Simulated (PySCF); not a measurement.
# CH8GeNP: the cost of one run

Programs: PySCF 2.14.0, with density-fitted response routines of our own. Each step states its level of theory. These are calculated values for one molecule in the gas phase, unless marked as measured. Atoms count from 0, in the outputs and in this text.

**1. Starting geometry**

12 atoms, charge 0, multiplicity 1; geometry from: PBE0-D3(BJ)/def2-SVP.

Bonds of the start (Å): C0–N1 1.44, N1–Ge2 1.83, Ge2–P3 2.35, C0–H4 1.10, C0–H5 1.10, C0–H6 1.11, N1–H7 1.02, Ge2–H8 1.54, Ge2–H9 1.54, P3–H10 1.43, P3–H11 1.43.

**2. X-ray photoelectron lines: SCAN, X2C**

The job: settings as JSON, then the geometry in Å.

```
{"job": {"kind": "xps"}, "charge": 0, "multiplicity": 1}
C     -1.724867     0.478087     0.186172
N     -0.975656    -0.748858     0.322961
Ge     0.722429    -0.873109    -0.355307
P      2.208849     0.657254     0.619606
H     -1.691180     0.823448    -0.860511
H     -2.788500     0.313790     0.426883
H     -1.370083     1.319599     0.816888
H     -1.080164    -1.169581     1.241405
H      1.230110    -2.289384    -0.026170
H      0.607356    -0.655171    -1.877781
H      1.695935     1.767932    -0.120236
H      3.232814     0.388807    -0.341637
```

Level: delta-SCF UKS SCAN, pcX-2 on the ionised atom, pcseg-1 elsewhere, spin-free X2C.

On the command line:

```bash
OMP_NUM_THREADS=1 python probes_run.py task.json out
```

The driver reads the jobs from task.json and runs them one after another.

Q: Estimate the wall time and peak memory of this first job on 1 thread of AMD EPYC 9R45, shared host.

About 11 s, with a peak of 0.54 GiB.
